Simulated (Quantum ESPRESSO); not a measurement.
# GaGe (F-43m) in Quantum ESPRESSO: notebook

One crystal, GaGe, is run at these levels: PBEsol, LDA; tasks: band structure, single point, equation of state.

Everything below comes from runs of Quantum ESPRESSO 7.5. Logs are shortened: lines on timing, memory, paths and dates and some standing lists are left out, and cuts for length are marked.

**1. The structure**

The structure is cubic, space group F-43m (No. 216). Conventional cell: a = 5.796 Å, b = 5.796 Å, c = 5.796 Å, α = 90.00°, β = 90.00°, γ = 90.00°. Ge (site symmetry -43m) is surrounded by 4 Ga at 2.51 Å. Around Ga (site symmetry -43m) lie 4 Ge at 2.51 Å.

The cell comes from a database or a generator and needn't be the stable form of this composition.

**2. Band structure, PBEsol**

File pw.in:

```
&CONTROL
  calculation = 'scf'
  prefix = 'pwscf'
  outdir = './tmp'
  pseudo_dir = './pseudo'
  tprnfor = .true.
  tstress = .true.
  disk_io = 'low'
/
&SYSTEM
  ibrav = 0
  nat = 2
  ntyp = 2
  ecutwfc = 56
  ecutrho = 448
  nbnd = 24
  occupations = 'smearing'
  smearing = 'fd'
  degauss = 0.00367493
/
&ELECTRONS
  conv_thr = 4d-10
  electron_maxstep = 120
  mixing_beta = 0.5
/
ATOMIC_SPECIES
Ge    72.6300 ge_pbesol_v1.4.uspp.F.UPF
Ga    69.7230 ga_pbesol_v1.4.uspp.F.UPF
CELL_PARAMETERS angstrom
   0.0000000000    2.8978440000    2.8978440000
   2.8978440000    0.0000000000    2.8978440000
   2.8978440000    2.8978440000    0.0000000000
ATOMIC_POSITIONS crystal
Ge     0.0000000000    0.0000000000    0.0000000000
Ga     0.2500000000    0.2500000000    0.2500000000
K_POINTS automatic
8 8 8 0 0 0
```

File bands.in:

```
&CONTROL
  calculation = 'bands'
  prefix = 'pwscf'
  outdir = './tmp'
  pseudo_dir = './pseudo'
  disk_io = 'low'
  verbosity = 'high'
/
&SYSTEM
  ibrav = 0
  nat = 2
  ntyp = 2
  ecutwfc = 56
  ecutrho = 448
  nbnd = 24
  occupations = 'smearing'
  smearing = 'fd'
  degauss = 0.00367493
/
&ELECTRONS
  conv_thr = 1d-08
  electron_maxstep = 120
  mixing_beta = 0.5
  diago_full_acc = .true.
  startingwfc = 'random'
/
ATOMIC_SPECIES
Ge    72.6300 ge_pbesol_v1.4.uspp.F.UPF
Ga    69.7230 ga_pbesol_v1.4.uspp.F.UPF
CELL_PARAMETERS angstrom
   0.0000000000    2.8978440000    2.8978440000
   2.8978440000    0.0000000000    2.8978440000
   2.8978440000    2.8978440000    0.0000000000
ATOMIC_POSITIONS crystal
Ge     0.0000000000    0.0000000000    0.0000000000
Ga     0.2500000000    0.2500000000    0.2500000000
K_POINTS crystal
60
 0.0000000000  0.0000000000  0.0000000000 1
 0.0625000000  0.0000000000  0.0625000000 1
 0.1250000000  0.0000000000  0.1250000000 1
 0.1875000000  0.0000000000  0.1875000000 1
 0.2500000000  0.0000000000  0.2500000000 1
 0.3125000000  0.0000000000  0.3125000000 1
 0.3750000000  0.0000000000  0.3750000000 1
 0.4375000000  0.0000000000  0.4375000000 1
 0.5000000000  0.0000000000  0.5000000000 1
 0.5000000000  0.0625000000  0.5625000000 1
 0.5000000000  0.1250000000  0.6250000000 1
 0.5000000000  0.1875000000  0.6875000000 1
 0.5000000000  0.2500000000  0.7500000000 1
 0.4375000000  0.3125000000  0.7500000000 1
 0.3750000000  0.3750000000  0.7500000000 1
 0.3375000000  0.3375000000  0.6750000000 1
 0.3000000000  0.3000000000  0.6000000000 1
 0.2625000000  0.2625000000  0.5250000000 1
 0.2250000000  0.2250000000  0.4500000000 1
 0.1875000000  0.1875000000  0.3750000000 1
 0.1500000000  0.1500000000  0.3000000000 1
 0.1125000000  0.1125000000  0.2250000000 1
 0.0750000000  0.0750000000  0.1500000000 1
 0.0375000000  0.0375000000  0.0750000000 1
 0.0000000000  0.0000000000  0.0000000000 1
 0.0625000000  0.0625000000  0.0625000000 1
 0.1250000000  0.1250000000  0.1250000000 1
 0.1875000000  0.1875000000  0.1875000000 1
 0.2500000000  0.2500000000  0.2500000000 1
 0.3125000000  0.3125000000  0.3125000000 1
 0.3750000000  0.3750000000  0.3750000000 1
 0.4375000000  0.4375000000  0.4375000000 1
 0.5000000000  0.5000000000  0.5000000000 1
 0.5250000000  0.4500000000  0.5250000000 1
 0.5500000000  0.4000000000  0.5500000000 1
 0.5750000000  0.3500000000  0.5750000000 1
 0.6000000000  0.3000000000  0.6000000000 1
 0.6250000000  0.2500000000  0.6250000000 1
 0.5833333333  0.2500000000  0.6666666667 1
 0.5416666667  0.2500000000  0.7083333333 1
 0.5000000000  0.2500000000  0.7500000000 1
 0.5000000000  0.2857142857  0.7142857143 1
 0.5000000000  0.3214285714  0.6785714286 1
 0.5000000000  0.3571428571  0.6428571429 1
 0.5000000000  0.3928571429  0.6071428571 1
 0.5000000000  0.4285714286  0.5714285714 1
 0.5000000000  0.4642857143  0.5357142857 1
 0.5000000000  0.5000000000  0.5000000000 1
 0.4821428571  0.4821428571  0.5357142857 1
 0.4642857143  0.4642857143  0.5714285714 1
 0.4464285714  0.4464285714  0.6071428571 1
 0.4285714286  0.4285714286  0.6428571429 1
 0.4107142857  0.4107142857  0.6785714286 1
 0.3928571429  0.3928571429  0.7142857143 1
 0.3750000000  0.3750000000  0.7500000000 1
 0.6250000000  0.2500000000  0.6250000000 1
 0.5937500000  0.1875000000  0.5937500000 1
 0.5625000000  0.1250000000  0.5625000000 1
 0.5312500000  0.0625000000  0.5312500000 1
 0.5000000000  0.0000000000  0.5000000000 1
```

Potentials or basis: GBRV 1.5 PBEsol.

The run is started by

```console
$ OMP_NUM_THREADS=1 mpirun -n 2 pw.x -nk 2 -in pw.in > pw.out
$ OMP_NUM_THREADS=1 mpirun -n 2 pw.x -nk 2 -in bands.in > bands.out
```

pw.out:

```text
This program is part of the open-source Quantum ESPRESSO suite
     for quantum simulation of materials; please cite
[... 6 lines left out ...]
     using ibrav=0 with symmetry is DISCOURAGED, use correct ibrav instead

     K-points division:     npool     =       2
     Subspace diagonalization in iterative solution of the eigenvalue problem:
     a serial algorithm will be used

     G-vector sticks info
     --------------------
     sticks:   dense  smooth     PW     G-vecs:    dense   smooth      PW
     Sum        1843     925    283                52393    18643    3119

     Using Slab Decomposition

     bravais-lattice index     =            0
     lattice parameter (alat)  =       7.7444  a.u.
     unit-cell volume          =     328.4366 (a.u.)^3
     number of atoms/cell      =            2
     number of atomic types    =            2
     number of electrons       =        33.00
     number of Kohn-Sham states=           24
     kinetic-energy cutoff     =      56.0000  Ry
     charge density cutoff     =     448.0000  Ry
     scf convergence threshold =      4.0E-10
     mixing beta               =       0.5000
     number of iterations used =            8  plain     mixing
     Exchange-correlation= SLA  PW   PSX  PSC
                           (   1   4  10   8   0   0   0)

     celldm(1)=   7.744419  celldm(2)=   0.000000  celldm(3)=   0.000000
     celldm(4)=   0.000000  celldm(5)=   0.000000  celldm(6)=   0.000000

     crystal axes: (cart. coord. in units of alat)
               a(1) = (   0.000000   0.707107   0.707107 )
               a(2) = (   0.707107   0.000000   0.707107 )
               a(3) = (   0.707107   0.707107   0.000000 )

     reciprocal axes: (cart. coord. in units 2 pi/alat)
               b(1) = ( -0.707107  0.707107  0.707107 )
               b(2) = (  0.707107 -0.707107  0.707107 )
               b(3) = (  0.707107  0.707107 -0.707107 )

     PseudoPot. # 1 for Ge read from file:
     ge_pbesol_v1.4.uspp.F.UPF
     Pseudo is Ultrasoft + core correction, Zval = 14.0
     Generated by new atomic code, or converted to UPF format
     Using radial grid of  873 points,  6 beta functions with:
                l(1) =   0
                l(2) =   0
                l(3) =   1
                l(4) =   1
                l(5) =   2
                l(6) =   2
     Q(r) pseudized with  8 coefficients,  rinner =    1.400   1.400   1.400
                                                       1.400   1.400

     PseudoPot. # 2 for Ga read from file:
     ga_pbesol_v1.4.uspp.F.UPF
     Pseudo is Ultrasoft + core correction, Zval = 19.0
     Generated by new atomic code, or converted to UPF format
     Using radial grid of  871 points,  6 beta functions with:
                l(1) =   0
                l(2) =   0
                l(3) =   1
                l(4) =   1
                l(5) =   2
                l(6) =   2
     Q(r) pseudized with  8 coefficients,  rinner =    1.250   1.250   1.250
                                                       1.250   1.250

     atomic species   valence    mass     pseudopotential
     Ge               14.00    72.63000     Ge( 1.00)
     Ga               19.00    69.72300     Ga( 1.00)

     24 Sym. Ops. (no inversion) found

   Cartesian axes

     site n.     atom                  positions (alat units)
         1        Ge     tau(   1) = (   0.0000000   0.0000000   0.0000000  )
         2        Ga     tau(   2) = (   0.3535534   0.3535534   0.3535534  )

     number of k points=    29  Fermi-Dirac smearing, width (Ry)=  0.0037
                       cart. coord. in units 2pi/alat
        k(    1) = (   0.0000000   0.0000000   0.0000000), wk =   0.0039062
        k(    2) = (   0.0883883   0.0883883  -0.0883883), wk =   0.0312500
        k(    3) = (   0.1767767   0.1767767  -0.1767767), wk =   0.0312500
        k(    4) = (   0.2651650   0.2651650  -0.2651650), wk =   0.0312500
        k(    5) = (  -0.3535534  -0.3535534   0.3535534), wk =   0.0156250
        k(    6) = (   0.1767767   0.0000000   0.0000000), wk =   0.0234375
[... 21 lines left out ...]
        k(   28) = (  -0.7071068   0.1767767  -0.0000000), wk =   0.0468750
        k(   29) = (  -0.7071068   0.3535534   0.0000000), wk =   0.0234375

     Dense  grid:    52393 G-vectors     FFT dimensions: (  54,  54,  54)

     Smooth grid:    18643 G-vectors     FFT dimensions: (  40,  40,  40)

     Check: negative core charge=   -0.000001

     Initial potential from superposition of free atoms

     starting charge      31.9992, renormalised to      33.0000
     Starting wfcs are   21 randomized atomic wfcs +    3 random wfcs

     Self-consistent Calculation

     iteration #  1     ecut=    56.00 Ry     beta= 0.50
     Davidson diagonalization with overlap
     ethr =  1.00E-02,  avg # of iterations =  5.1

     total energy              =    -627.03888416 Ry
     estimated scf accuracy    <       2.70657872 Ry
[... 57 lines left out ...]
     iteration # 10     ecut=    56.00 Ry     beta= 0.50
     Davidson diagonalization with overlap
     ethr =  1.28E-12,  avg # of iterations =  3.5

     End of self-consistent calculation

          k = 0.0000 0.0000 0.0000 (  2277 PWs)   bands (ev):

   -86.9889 -86.9889 -86.9889 -17.2287 -17.2287 -17.2287 -17.2095 -17.2095
    -7.5588  -7.5588  -7.5588  -7.4985  -7.4985  -3.8396   8.4000   8.4000
     8.4000   8.7353  11.0570  11.0570  11.0570  14.2558  17.4196  17.4196

          k = 0.0884 0.0884-0.0884 (  2319 PWs)   bands (ev):
[... 19 lines left out ...]
   -86.9889 -86.9889 -86.9889 -17.2287 -17.2263 -17.2263 -17.2086 -17.2086
    -7.5869  -7.5439  -7.5439  -7.4966  -7.4966  -1.8708   1.3220   7.0925
     7.0925   8.7257  12.0265  12.0265  14.7769  18.0419  19.0399  19.0399

          k = 0.1768 0.0000 0.0000 (  2321 PWs)   bands (ev):

   -86.9889 -86.9889 -86.9889 -17.2292 -17.2279 -17.2279 -17.2098 -17.2090
    -7.5671  -7.5535  -7.5535  -7.5006  -7.4974  -3.5948   6.3185   7.5845
     7.5845  10.2698  10.7271  12.1713  12.1713  15.1744  15.5772  17.6668

          k = 0.2652 0.0884-0.0884 (  2319 PWs)   bands (ev):
[... 25 lines left out ...]
   -86.9889 -86.9889 -86.9889 -17.2286 -17.2270 -17.2268 -17.2093 -17.2087
    -7.5791  -7.5468  -7.5451  -7.5006  -7.4975  -2.7342   3.3263   5.9719
     7.5514  10.1106  12.1443  12.2125  13.7610  15.5030  16.6688  18.3123

          k = 0.0000-0.1768 0.1768 (  2311 PWs)   bands (ev):

   -86.9889 -86.9889 -86.9889 -17.2288 -17.2279 -17.2275 -17.2096 -17.2090
    -7.5697  -7.5530  -7.5503  -7.5003  -7.4978  -3.3565   5.1169   6.7452
     8.0628  10.2218  11.5705  11.5912  13.0433  15.4372  16.2654  16.5593

          k = 0.3536 0.0000 0.0000 (  2293 PWs)   bands (ev):

   -86.9889 -86.9889 -86.9889 -17.2304 -17.2260 -17.2260 -17.2104 -17.2078
    -7.5855  -7.5405  -7.5405  -7.5070  -7.4948  -2.8774   4.1536   6.4650
     6.4650   9.3677  10.9973  14.1541  14.1541  15.0336  18.0395  18.4093

          k = 0.4419 0.0884-0.0884 (  2329 PWs)   bands (ev):
[... 13 lines left out ...]
   -86.9889 -86.9889 -86.9889 -17.2285 -17.2262 -17.2251 -17.2093 -17.2081
    -7.5921  -7.5381  -7.5338  -7.5027  -7.4980  -1.3930   1.5094   4.3800
     6.4290   9.9403  13.1809  13.9074  14.8907  15.7529  16.9136  19.4090

          k = 0.0000-0.3536 0.3536 (  2325 PWs)   bands (ev):

   -86.9889 -86.9889 -86.9889 -17.2281 -17.2267 -17.2260 -17.2089 -17.2087
    -7.5862  -7.5411  -7.5397  -7.5007  -7.4990  -2.0628   2.4466   4.6527
     6.9925  10.3465  13.1144  13.2594  13.4054  15.5692  17.4444  19.6942

          k = 0.5303-0.0000 0.0000 (  2337 PWs)   bands (ev):

   -86.9889 -86.9889 -86.9889 -17.2317 -17.2241 -17.2241 -17.2111 -17.2066
    -7.6023  -7.5271  -7.5271  -7.5146  -7.4923  -1.7613   2.1442   5.7121
     5.7121   8.8941   9.7951  16.2673  16.2673  17.1493  19.6413  20.3135

          k =-0.0884-0.6187 0.6187 (  2324 PWs)   bands (ev):

   -86.9889 -86.9889 -86.9889 -17.2314 -17.2239 -17.2237 -17.2110 -17.2065
    -7.6046  -7.5265  -7.5243  -7.5141  -7.4925  -1.1079   1.2992   4.9491
     5.6268   9.1765  10.1944  16.0373  16.4823  18.3997  19.6841  20.0084

          k = 0.0000-0.5303 0.5303 (  2329 PWs)   bands (ev):

   -86.9889 -86.9889 -86.9889 -17.2300 -17.2249 -17.2241 -17.2103 -17.2072
    -7.5996  -7.5318  -7.5267  -7.5092  -7.4953  -0.8925   1.1112   4.1643
     5.8862   9.4376  12.2534  15.4001  15.5756  16.1486  17.6722  21.4113

          k =-0.7071 0.0000 0.0000 (  2346 PWs)   bands (ev):

   -86.9889 -86.9889 -86.9889 -17.2322 -17.2233 -17.2233 -17.2114 -17.2061
    -7.6089  -7.5215  -7.5215  -7.5179  -7.4912  -0.8101   0.8869   5.4518
     5.4518   8.9658   9.0807  17.7118  17.7118  18.8701  20.1313  20.5620

          k = 0.3536 0.1768 0.0000 (  2325 PWs)   bands (ev):

   -86.9889 -86.9889 -86.9889 -17.2295 -17.2263 -17.2261 -17.2099 -17.2081
    -7.5838  -7.5429  -7.5411  -7.5046  -7.4957  -2.6634   3.5148   5.6556
     6.8829  10.6658  11.2373  12.7262  13.8412  15.9625  17.9427  18.3181

          k =-0.2652-0.4419 0.6187 (  2324 PWs)   bands (ev):
[... 19 lines left out ...]
   -86.9889 -86.9889 -86.9889 -17.2294 -17.2260 -17.2237 -17.2101 -17.2073
    -7.5975  -7.5345  -7.5273  -7.5075  -7.4961  -1.0171   1.2685   4.3686
     5.4226  10.5575  12.3937  13.2886  15.2592  16.8922  19.4992  20.1178

          k = 0.0000-0.3536 0.5303 (  2314 PWs)   bands (ev):

   -86.9889 -86.9889 -86.9889 -17.2283 -17.2269 -17.2242 -17.2097 -17.2078
    -7.5939  -7.5376  -7.5299  -7.5046  -7.4978  -1.2404   1.5189   4.2169
     5.7817  10.9543  12.7598  13.0519  15.0004  16.2246  17.6226  21.0282

          k =-0.7071 0.1768-0.0000 (  2324 PWs)   bands (ev):

   -86.9889 -86.9889 -86.9889 -17.2309 -17.2245 -17.2233 -17.2108 -17.2067
    -7.6038  -7.5277  -7.5244  -7.5122  -7.4935  -0.7701   0.9614   4.9420
     4.9982  10.1273  10.2580  15.6760  15.7891  18.6983  19.3944  20.5385

          k =-0.7071 0.3536 0.0000 (  2328 PWs)   bands (ev):

   -86.9889 -86.9889 -86.9889 -17.2285 -17.2270 -17.2233 -17.2101 -17.2074
    -7.5976  -7.5350  -7.5258  -7.5066  -7.4973  -0.7285   1.0438   4.5386
     4.6504  12.4535  12.4594  12.8134  13.1103  18.7371  19.3763  20.5409

     the Fermi energy is     6.7060 ev

!    total energy              =    -628.15635575 Ry
     estimated scf accuracy    <          5.3E-12 Ry
     smearing contrib. (-TS)   =      -0.00062618 Ry
     internal energy E=F+TS    =    -628.15572958 Ry

     The total energy is F=E-TS. E is the sum of the following terms:
     one-electron contribution =    -535.80664889 Ry
     hartree contribution      =     285.28793580 Ry
     xc contribution           =    -105.51078058 Ry
     ewald contribution        =    -272.12623591 Ry

     convergence has been achieved in  10 iterations

     Forces acting on atoms (cartesian axes, Ry/au):

     atom    1 type  1   force =     0.00000000   -0.00000000   -0.00000000
     atom    2 type  2   force =     0.00000000    0.00000000    0.00000000

     Total force =     0.000000     Total SCF correction =     0.000000

     Computing stress (Cartesian axis) and pressure

          total   stress  (Ry/bohr**3)                   (kbar)     P=      -24.05
  -0.00016350   0.00000000   0.00000000          -24.05        0.00        0.00
   0.00000000  -0.00016350   0.00000000            0.00      -24.05        0.00
   0.00000000   0.00000000  -0.00016350            0.00        0.00      -24.05

=------------------------------------------------------------------------------=
   JOB DONE.
=------------------------------------------------------------------------------=
```

Run time: 56 s. Hardware: 2 MPI ranks of Arm Neoverse V1, shared host; peak memory 0.32 GiB.

What came out:

```
Free energy            : -8546.5026 eV
Pressure               : -2.4 GPa
Band gap on the k mesh : none (metal or under the smearing width)
```

Levels at the corners of the path, in eV from the Fermi level:
```tsv
point	band 13	band 14	band 15	band 16	band 17	band 18	band 19	band 20	band 21	band 22
Γ	-14.20	-10.55	1.69	1.69	1.69	2.03	4.35	4.35	4.35	7.55
X	-14.20	-7.52	-5.82	-1.25	-1.25	2.26	2.37	11.01	11.01	12.16
W	-14.20	-7.43	-5.66	-2.17	-2.06	5.75	5.75	6.11	6.40	12.03
K	-14.20	-7.60	-5.59	-2.54	-0.82	2.73	5.55	8.69	8.87	9.44
Γ	-14.20	-10.55	1.69	1.69	1.69	2.03	4.35	4.35	4.35	7.55
L	-14.20	-8.58	-5.38	0.39	0.39	2.02	5.32	5.32	8.07	11.34
U	-14.20	-7.60	-5.59	-2.54	-0.82	2.73	5.55	8.69	8.87	9.44
W	-14.20	-7.43	-5.66	-2.17	-2.06	5.75	5.75	6.11	6.40	12.03
L	-14.20	-8.58	-5.38	0.39	0.39	2.02	5.32	5.32	8.07	11.34
K	-14.20	-7.60	-5.59	-2.54	-0.82	2.73	5.55	8.69	8.87	9.44
U	-14.20	-7.60	-5.59	-2.54	-0.82	2.73	5.55	8.69	8.87	9.44
X	-14.20	-7.52	-5.82	-1.25	-1.25	2.26	2.37	11.01	11.01	12.16
```

(Part 1 of 2 ends here.)
